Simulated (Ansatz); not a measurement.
# GdCl3: the cost of one run

Method: DFT PBEsol+U (U = 7 eV, J = 0.7 eV on Gd f, around-mean-field double counting), plane waves, PAW, no spin–orbit coupling unless a run says so, in Ansatz 0.2.0.

3 further runs of the same task are left out: 3 that didn't finish. Runs told in other sessions of the task aren't counted.

## (1) Starting point

The structure is hexagonal, space group P6_3/m (No. 176). Conventional cell: a = 7.264 Å, b = 7.264 Å, c = 4.217 Å, α = 90.00°, β = 90.00°, γ = 120.00°. Gd (site symmetry -6) is surrounded by 9 Cl at 2.86 to 2.87 Å. Around Cl (site symmetry m) lie 3 Gd at 2.86 to 2.87 Å.

Structure file:

```cif
data_structure
_symmetry_space_group_name_H-M 'P6_3/m'
_symmetry_Int_Tables_number 176
_cell_length_a 7.2643
_cell_length_b 7.2643
_cell_length_c 4.2173
_cell_angle_alpha 90.000
_cell_angle_beta 90.000
_cell_angle_gamma 120.000
_cell_volume 192.73
loop_
_atom_site_label
_atom_site_type_symbol
_atom_site_symmetry_multiplicity
_atom_site_Wyckoff_symbol
_atom_site_fract_x
_atom_site_fract_y
_atom_site_fract_z
_atom_site_occupancy
Gd1 Gd 2 c 0.33333 0.66667 0.25000 1
Cl1 Cl 6 h 0.38580 0.30090 0.25000 1
```

An earlier series on this cell reached its lowest free state from «ferrimagnetic site moments held at first, then free», perhaps among other starts.

## (2) Total moment locked at zero, no site moments, 0.00 μB per cell

Input file input.yaml:

```yaml
crystal:
  lattice:
    - [7.26433142, 0.0, 0.0]
    - [-3.63216571, 6.29109555, 0.0]
    - [0.0, 0.0, 4.21727476]
  atoms:
    - { symbol: Gd, position: [0.3333333333, 0.6666666667, 0.25] }
    - { symbol: Gd, position: [0.6666666667, 0.3333333333, 0.75] }
    - { symbol: Cl, position: [0.3858, 0.3009, 0.25] }
    - { symbol: Cl, position: [0.6991, 0.0849, 0.25] }
    - { symbol: Cl, position: [0.9151, 0.6142, 0.25] }
    - { symbol: Cl, position: [0.6142, 0.6991, 0.75] }
    - { symbol: Cl, position: [0.3009, 0.9151, 0.75] }
    - { symbol: Cl, position: [0.0849, 0.3858, 0.75] }
basis:
  ecutwfc: 420
  ecutrho_ratio: 4
kpoints:
  mp_grid: { grid: [3, 3, 5] }
hamiltonian:
  xc: pbesol
  hubbard:
    sites:
      - { site: 0, l: f, u: 7.0, j: 0.7 }
      - { site: 1, l: f, u: 7.0, j: 0.7 }
    double_counting: amf
scf:
  occupations: { method: gaussian, width: 0.05 }
  lower_state_search: "off"
  max_iter: 150
output:
  forces: true
  stress: true
  eigenvalues: true
  populations: true
  hubbard: { sites: [{ site: 0, l: f }, { site: 1, l: f }] }
magnetization:
  spin_polarized: true
  initial_magnetization: 0.0
  spin_locking: { lock_magnetization: hard }
```

The lock stays on to the end, so the result is a constrained state unless its moments die out.

Started as:

```sh
ansatz run input.yaml --threads 8 --pin off --max-ram 12288MiB --backend cpu --events-out ev --progress --plain --runs-dir out
```

**Question.** How long does this run take on 8 threads of Arm Neoverse V2, shared host, and how much memory does it need?

About 43 s, with a peak of 1.1 GiB.
